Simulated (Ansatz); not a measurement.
# YRe3: the cost of one run

Computed with Ansatz 0.2.0 (DFT PBEsol, scalar-relativistic, plane waves, PAW, unless a step's input says otherwise).

### 1 The starting structure

The structure is cubic, space group Pm-3m (No. 221). Conventional cell: a = 4.067 Å, b = 4.067 Å, c = 4.067 Å, α = 90.00°, β = 90.00°, γ = 90.00°. Y (site symmetry m-3m) has 12 Re at 2.88 Å as nearest neighbours. Around Re (site symmetry 4/mmm) lie 4 Y at 2.88 Å and 8 Re at 2.88 Å.

Structure file:

```xyz
4
Lattice="4.0673 0.0000 0.0000 0.0000 4.0673 0.0000 0.0000 0.0000 4.0673" Properties=species:S:1:pos:R:3 pbc="T T T"
Y     0.0000    0.0000    0.0000
Re    0.0000    2.0336    2.0336
Re    2.0336    2.0336    0.0000
Re    2.0336    0.0000    2.0336
```

An earlier run at PBEsol left this cell at 16.821 Å³/atom and 0.01 GPa (8×8×8 mesh).

Volume factors to run: 0.980, 1.020, 0.960, 1.040.

### 2 Scaling the volume by 0.980

File input.yaml:

```yaml
crystal:
  lattice:
    - [4.039970347, 0.0, 0.0]
    - [0.0, 4.039970347, 0.0]
    - [0.0, 0.0, 4.039970347]
  atoms:
    - { symbol: "Y", position: [0.0, 0.0, 0.0] }
    - { symbol: Re, position: [0.0, 0.5, 0.5] }
    - { symbol: Re, position: [0.5, 0.5, 0.0] }
    - { symbol: Re, position: [0.5, 0.0, 0.5] }
basis:
  ecutwfc: 420
  ecutrho_ratio: 4
kpoints:
  mp_grid: { grid: [8, 8, 8] }
hamiltonian:
  xc: pbesol
scf:
  occupations: { method: gaussian, width: 0.05 }
output:
  forces: true
  stress: true
  eigenvalues: true
```

What time and memory should one allow on 4 threads of an Arm CPU, shared host?

About 1.3 s, with a peak of 0.4 GiB.
